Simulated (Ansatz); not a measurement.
# C₇H₁₄: one species, many methods

How much do the methods differ for C₇H₁₄? The plan is to run it at one geometry with functionals of several rungs and with coupled cluster. The yardstick is the atomisation energy at the CCSD(T) limit.

Method: functionals in def2-TZVPP, the program's frozen cores in correlated methods; program: Ansatz 0.2.0, Gaussian basis.

Plan: LDA (SPW92), PBE-D4, revPBE-D4, BLYP-D4, r2SCAN-D4, B97M-V, PBE0-D4, B3LYP-D4, r2SCANh-D4, r2SCAN0-D4, HSE06-D4, BHLYP-D4, CAM-B3LYP-D4, LC-ωPBE, ωB97X-V, ωB97M-V, B2PLYP, PBE-QIDH; CCSD(T)/def2-SVP; CCSD(T)/def2-TZVPP; MP2/def2-QZVPP; extrapolation to the limit; RPA on PBE.

### Step 1. The geometry

The geometry comes from an earlier relaxation with PBE0-D4 in a triple-zeta def2 set; it is a stationary point, not always the lowest conformer.

SMILES `CC/C=C(\C)CC`, 21 atoms, charge 0, spin multiplicity 1.

Atoms are counted from 1 here; the program's logs count them from 0.

Bond lengths: C1–C2 1.526 Å, C1–H8 1.093 Å, C1–H9 1.093 Å, C1–H10 1.093 Å, C2–C3 1.493 Å, C2–H11 1.092 Å, C2–H12 1.097 Å, C3–C4 1.334 Å, C3–H13 1.090 Å, C4–C5 1.497 Å, C4–C6 1.504 Å, C5–H14 1.094 Å, C5–H15 1.089 Å, C5–H16 1.095 Å, C6–C7 1.525 Å, C6–H17 1.093 Å, C6–H18 1.098 Å, C7–H19 1.092 Å and more. Angles: C2–C1–H8 111.0°, C2–C1–H9 111.3°, C2–C1–H10 110.8°, H8–C1–H9 107.8°, H8–C1–H10 107.5°, H9–C1–H10 108.2°, C1–C2–C3 112.1°, C1–C2–H11 109.5°, C1–C2–H12 108.8°, C3–C2–H11 111.2°, C3–C2–H12 108.9°, H11–C2–H12 106.2°, C2–C3–C4 128.7°, C2–C3–H13 114.5°, C4–C3–H13 116.8°, C3–C4–C5 124.4°, C3–C4–C6 120.2°, C5–C4–C6 115.4° and more.

### Step 2. LDA

This LDA is Slater exchange with PW92 correlation.

in.yaml

```yaml
crystal:
  periodic: [false, false, false]
  atoms:
    - {symbol: C, position_ang: [-1.670332, -2.370278, 0.522431]}
    - {symbol: C, position_ang: [-0.229072, -2.104335, 0.098127]}
    - {symbol: C, position_ang: [0.262623, -0.780165, 0.580986]}
    - {symbol: C, position_ang: [0.620230, 0.287360, -0.134561]}
    - {symbol: C, position_ang: [0.619704, 0.342399, -1.630592]}
    - {symbol: C, position_ang: [1.062315, 1.547439, 0.556577]}
    - {symbol: C, position_ang: [0.128290, 2.732706, 0.334042]}
    - {symbol: H, position_ang: [-1.777044, -2.308926, 1.608841]}
    - {symbol: H, position_ang: [-1.999592, -3.364215, 0.209721]}
    - {symbol: H, position_ang: [-2.346391, -1.632758, 0.083277]}
    - {symbol: H, position_ang: [-0.147745, -2.183878, -0.987974]}
    - {symbol: H, position_ang: [0.411609, -2.893259, 0.511139]}
    - {symbol: H, position_ang: [0.308083, -0.683453, 1.666040]}
    - {symbol: H, position_ang: [-0.097168, 1.083425, -1.997376]}
    - {symbol: H, position_ang: [0.371530, -0.612120, -2.091695]}
    - {symbol: H, position_ang: [1.603397, 0.650977, -2.000730]}
    - {symbol: H, position_ang: [1.151552, 1.352984, 1.628920]}
    - {symbol: H, position_ang: [2.066054, 1.816891, 0.202720]}
    - {symbol: H, position_ang: [0.068505, 3.011124, -0.720411]}
    - {symbol: H, position_ang: [0.476331, 3.609930, 0.884352]}
    - {symbol: H, position_ang: [-0.882888, 2.498174, 0.676177]}
basis:
  gaussian: {orbitals: def2-TZVPP}
hamiltonian: {xc: lda}
output: {orbitals: {seedname: orbitals}}
```

On the command line:

```bash
$ ansatz run in.yaml --threads 2 --pin off --events-out ev --progress --plain --max-ram 32768MiB --backend cuda --devices 0, --max-vram 18GiB
```

After this run come: PBE-D4 (GGA); revPBE-D4 (GGA); BLYP-D4 (GGA); r2SCAN-D4 (meta-GGA); B97M-V (meta-GGA); B3LYP-D4 (hybrid); r2SCANh-D4 (hybrid); r2SCAN0-D4 (hybrid); HSE06-D4 (hybrid); BHLYP-D4 (hybrid); CAM-B3LYP-D4 (range-separated); LC-ωPBE (range-separated); ωB97X-V (range-separated); ωB97M-V (range-separated); B2PLYP (double hybrid); PBE-QIDH (double hybrid); CCSD(T) in def2-SVP; CCSD(T) in def2-TZVPP; MP2 in def2-QZVPP; RPA on PBE orbitals.

Q: Predict the results of all the runs planned. Wanted: atomisation energy, CCSD(T)/CBS; farthest beyond LDA; mean size of error, GGA; mean size of error, meta-GGA; mean size of error, hybrid; mean size of error, range-separated; mean size of error, double hybrid; gap, smallest and largest; T1 diagnostic.

**Answer**, as computed:

```
                               quantity                                                                                             value
        atomisation energy, CCSD(T)/CBS                                                                                     8537.1 kJ/mol
 functionals within 42.7 kJ/mol (0.5 %)  revPBE-D4, BLYP-D4, r2SCAN-D4, B97M-V, B3LYP-D4, r2SCANh-D4, LC-ωPBE, ωB97X-V, ωB97M-V, PBE-QIDH
                    farthest beyond LDA                                                                            PBE-D4 (+171.9 kJ/mol)
                mean size of error, GGA                                                                                       68.0 kJ/mol
           mean size of error, meta-GGA                                                                                       24.8 kJ/mol
             mean size of error, hybrid                                                                                       65.1 kJ/mol
    mean size of error, range-separated                                                                                       21.1 kJ/mol
      mean size of error, double hybrid                                                                                       38.5 kJ/mol
              gap, smallest and largest                                                         5.19 eV (LDA (SPW92)), 12.23 eV (LC-ωPBE)
                          T1 diagnostic                                                                                            0.0093
triples share of the correlation energy                                                                                             4.0 %
```

In words: The LDA atomisation energy is off by 1137.3 kJ/mol (13 %): it overbinds. PBE-D4 misses by +171.9 kJ/mol. Double hybrids carry the basis error of their MP2 part in triple zeta, and no dispersion term here, so their miss is partly the set-up's. The rungs range-separated, meta-GGA, double hybrid miss on average by less than the doubt on the reference (42.7 kJ/mol), so they tie. Misses under about 42.7 kJ/mol are within the doubt on the reference itself, which lacks core-valence correlation, relativity and higher excitations. Hartree-Fock recovers 76 % of the binding; the rest is correlation. CCSD(T) in def2-SVP is off by -290.3 kJ/mol, worse than the median functional, from the basis alone. Orbital gaps span 5.2 to 12.2 eV; exact exchange widens them.
